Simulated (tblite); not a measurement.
**CH4S2Si (SMILES SC1[SiH2]S1) at GFN1-xTB**

What is the energy change on altering one bond length of CH4S2Si at GFN1-xTB? The job is set up through a Python script.

The calculation is run with tblite 0.8.0.

20 further runs of the same task are left out: 20 set aside as unsound or not needed.

### 1 The structure to begin with

CH4S2Si has 8 atoms, charge 0, and is taken as a singlet. As SMILES, `SC1[SiH2]S1`. The shape is that of a GFN2-xTB optimisation. This is one conformer, not always the lowest.

Bond lengths: S1–C2 1.795 Å, C2–Si3 1.881 Å, C2–S4 1.868 Å, Si3–S4 2.125 Å, S1–H5 1.333 Å, C2–H6 1.082 Å, Si3–H7 1.445 Å, Si3–H8 1.447 Å. Some angles: S1–C2–Si3 119.7°, S1–C2–S4 117.5°, Si3–C2–S4 69.1°, C2–Si3–S4 55.2°, C2–S4–Si3 55.8°, S1–C2–H6 111.3°, Si3–C2–H6 121.5°, S4–C2–H6 110.9°, C2–S1–H5 96.9°, C2–Si3–H7 116.0°.

### 2 Energy and gradient at GFN1-xTB

xtb_job.py reads:

```python
"""GFN1-xTB energy and gradient"""
import json
import numpy as np
from tblite.interface import Calculator
from tblite.interface import symbols_to_numbers

geometry = """
S      0.142810     1.783230    -0.828280
C     -0.401830     0.381790     0.152920
Si     0.759440    -1.072650     0.425540
S     -1.001600    -1.132220    -0.762040
H     -1.056130     2.122350    -1.301570
H     -1.115430     0.684500     0.907330
H      2.007340    -1.033520    -0.302820
H      0.665410    -1.733490     1.708920
"""
lines = [l.split() for l in geometry.strip().splitlines()]
symbols = [l[0] for l in lines]
numbers = np.array(symbols_to_numbers(symbols))
positions = np.array([l[1:4] for l in lines], float) / 0.529177210903

tb = Calculator("GFN1-xTB", numbers, positions, charge=0, uhf=0)
tb.set("accuracy", 0.1)
tb.add("spin-polarization", 1.0)
res = tb.singlepoint()

print(f"Total energy: {res.get('energy') * 27.211386:.8f} eV")
eps = np.atleast_2d(res.get("orbital-energies")) * 27.211386
occ = np.atleast_2d(res.get("orbital-occupations"))
filled = occ.sum(axis=0) if eps.shape[0] == 1 else occ[0]
homo = np.nonzero(filled > 0.5)[0].max()
print(f"HOMO {eps[0, homo]:.4f} eV")
if homo + 1 < eps.shape[1]:
    print(f"LUMO {eps[0, homo + 1]:.4f} eV, gap {eps[0, homo + 1] - eps[0, homo]:.4f} eV")
mu = res.get("dipole") * 2.541746
print(f"|mu|: {np.linalg.norm(mu):.4f} D, components " + " ".join(f"{c:.4f}" for c in mu))
q = res.get("charges")
g = res.get("gradient")
print("atom     charge      dE/dx        dE/dy        dE/dz   (Eh/bohr)")
for i, s in enumerate(symbols):
    print(f"{s:<2}{i + 1:<3} {q[i]:9.4f} {g[i, 0]:12.7f} {g[i, 1]:12.7f} {g[i, 2]:12.7f}")
print(f"gradient norm {np.linalg.norm(g):.6f} Eh/bohr")
out = {k: np.asarray(res.get(k)).tolist() for k in ("energy", "gradient", "charges", "dipole", "orbital-energies", "orbital-occupations")}
out.update(symbols=symbols, positions=(positions * 0.529177210903).tolist())
json.dump(out, open("results.json", "w"))
```

Launch:

```console
python xtb_job.py
```

The program printed:

```text
------------------------------------------------------------
  cycle        total energy    energy error   density error
------------------------------------------------------------
      1     -13.45688549680  -1.3539463E+01   2.9688337E-01
      2     -13.49968279729  -4.2797300E-02   1.8295881E-01
      3     -13.49825826704   1.4245302E-03   8.7520625E-02
      4     -13.51008399474  -1.1825728E-02   1.3576502E-02
      5     -13.51071995285  -6.3595811E-04   3.4259785E-03
      6     -13.51074068782  -2.0734979E-05   1.0019311E-03
      7     -13.51074188198  -1.1941555E-06   8.3102066E-05
      8     -13.51074188573  -3.7539358E-09   3.0859404E-05
      9     -13.51074188896  -3.2281537E-09   5.4760221E-06
     10     -13.51074188896   4.6380677E-12   3.7148478E-06
     11     -13.51074188898  -2.7643665E-11   2.7535657E-07
------------------------------------------------------------

 total:                                   0.024 sec
Total energy: -367.64601269 eV
HOMO -10.6552 eV
LUMO -6.1714 eV, gap 4.4838 eV
|mu|: 1.8145 D, components 0.8343 -0.4338 1.5518
atom     charge      dE/dx        dE/dy        dE/dz   (Eh/bohr)
S 1     -0.1829    0.0007716   -0.0029216    0.0030707
C 2      0.0092   -0.0162884   -0.0095541   -0.0152877
Si3      0.2671    0.0293742   -0.0019943    0.0198435
S 4     -0.1589   -0.0147906    0.0155101   -0.0041825
H 5      0.1237   -0.0004966    0.0000931    0.0006053
H 6      0.0263    0.0062491   -0.0024059   -0.0013470
H 7     -0.0390    0.0001919    0.0017161   -0.0048962
H 8     -0.0456   -0.0050112   -0.0004434    0.0021939
gradient norm 0.049504 Eh/bohr
```

Wall time 0.71 s (1 thread of Intel Xeon at 2.50GHz (Skylake/Cascade Lake), shared host).

### 3 The distorted shape, same level

run.py reads:

```python
# GFN1-xTB energy and gradient
import json
import numpy as np
from tblite.interface import Calculator
from tblite.interface import symbols_to_numbers

geometry = """
S      0.218037     2.311921    -1.855022
C     -0.326603     0.910481    -0.873822
Si     0.834667    -0.543959    -0.601202
S     -0.926373    -0.603529    -1.788782
H     -0.980903     2.651041    -2.328312
H     -1.040203     1.213191    -0.119412
H      2.082567    -0.504829    -1.329562
H      0.665410    -1.733490     1.708920
"""
lines = [l.split() for l in geometry.strip().splitlines()]
symbols = [l[0] for l in lines]
numbers = np.array(symbols_to_numbers(symbols))
positions = np.array([l[1:4] for l in lines], float) / 0.52917721

calc = Calculator("GFN1-xTB", numbers, positions, charge=0, uhf=0)
calc.set("verbosity", 0)
calc.set("accuracy", 0.1)
calc.add("spin-polarization", 1.0)
wfn = calc.singlepoint()

print(f"total energy: {wfn.get('energy'):.8f} Eh")
eps = np.atleast_2d(wfn.get("orbital-energies")) * 27.211386
occ = np.atleast_2d(wfn.get("orbital-occupations"))
filled = occ.sum(axis=0) if eps.shape[0] == 1 else occ[0]
homo = np.nonzero(filled > 0.5)[0].max()
print("  MO   occupation   energy/eV")
for i in range(max(0, homo - 4), min(eps.shape[1], homo + 5)):
    print(f"{i + 1:4d} {filled[i]:10.4f} {eps[0, i]:12.4f}")
mu = wfn.get("dipole") * 2.541746
print(f"dipole: {np.linalg.norm(mu):.4f} D, components " + " ".join(f"{c:.4f}" for c in mu))
q = wfn.get("charges")
g = wfn.get("gradient")
print("atom     charge      dE/dx        dE/dy        dE/dz   (Eh/bohr)")
for i, s in enumerate(symbols):
    print(f"{s:<2}{i + 1:<3} {q[i]:9.4f} {g[i, 0]:12.7f} {g[i, 1]:12.7f} {g[i, 2]:12.7f}")
print(f"gradient norm {np.linalg.norm(g):.6f} Eh/bohr")
out = {k: np.asarray(wfn.get(k)).tolist() for k in ("energy", "gradient", "charges", "dipole", "orbital-energies", "orbital-occupations")}
out.update(symbols=symbols, positions=(positions * 0.529177210903).tolist())
json.dump(out, open("results.json", "w"))
```

Launch:

```console
python run.py
```

The program printed:

```text
total energy: -13.39471106 Eh
  MO   occupation   energy/eV
   8     1.0000     -12.5963
   9     1.0000     -11.3774
  10     1.0000     -11.2064
  11     1.0000     -11.0433
  12     1.0000     -10.7991
  13     0.0000      -8.2413
  14     0.0000      -6.2232
  15     0.0000      -5.4848
  16     0.0000      -4.5396
dipole: 1.2910 D, components 0.9551 0.6719 -0.5505
atom     charge      dE/dx        dE/dy        dE/dz   (Eh/bohr)
S 1     -0.1836    0.0004053   -0.0022697    0.0028013
C 2      0.0212   -0.0132393   -0.0120087   -0.0177652
Si3      0.3070    0.0313594    0.0199488   -0.0222308
S 4     -0.1445   -0.0149745    0.0166950   -0.0045079
H 5      0.1269   -0.0004192    0.0003165    0.0002822
H 6      0.0284    0.0059268   -0.0020058   -0.0010927
H 7     -0.0146   -0.0031300    0.0043528   -0.0057396
H 8     -0.1408   -0.0059285   -0.0250290    0.0482526
gradient norm 0.078354 Eh/bohr
```

Run time: 0.86 s. Hardware: 1 thread of Intel Xeon at 2.50GHz (Skylake/Cascade Lake), shared host.

### 4 What came out

Level: GFN1-xTB.

| quantity | value |
| --- | --- |
| first shape: total energy | -13.51074 Eh |
| first shape: dipole moment | 1.81 D |
| first shape: HOMO energy | -10.66 eV |
| first shape: LUMO energy | -6.17 eV |
| first shape: HOMO–LUMO gap | 4.48 eV |
| first shape: largest force on an atom | 1.826 eV/Å |
| distorted shape: total energy | -13.39471 Eh |
| distorted shape: dipole moment | 1.29 D |
| distorted shape: HOMO energy | -10.80 eV |
| distorted shape: LUMO energy | -8.24 eV |
| distorted shape: HOMO–LUMO gap | 2.56 eV |
| distorted shape: largest force on an atom | 2.812 eV/Å |
| energy change with the Si3–H8 bond stretched from 1.447 to 2.604 Å | 3.157 eV |

What this shows: With the Si3–H8 bond stretched from 1.447 to 2.604 Å the energy rises by 3.16 eV (305 kJ/mol). The first shape isn't relaxed at this level, so the change isn't measured from a minimum. The largest force (first shape) is 1.83 eV/Å: the shape isn't a stationary point for this species at this level. Mulliken charges (first shape) run from -0.18 on S1 to +0.27 on Si3. Mulliken charges (distorted shape) run from -0.18 on S1 to +0.31 on Si3.
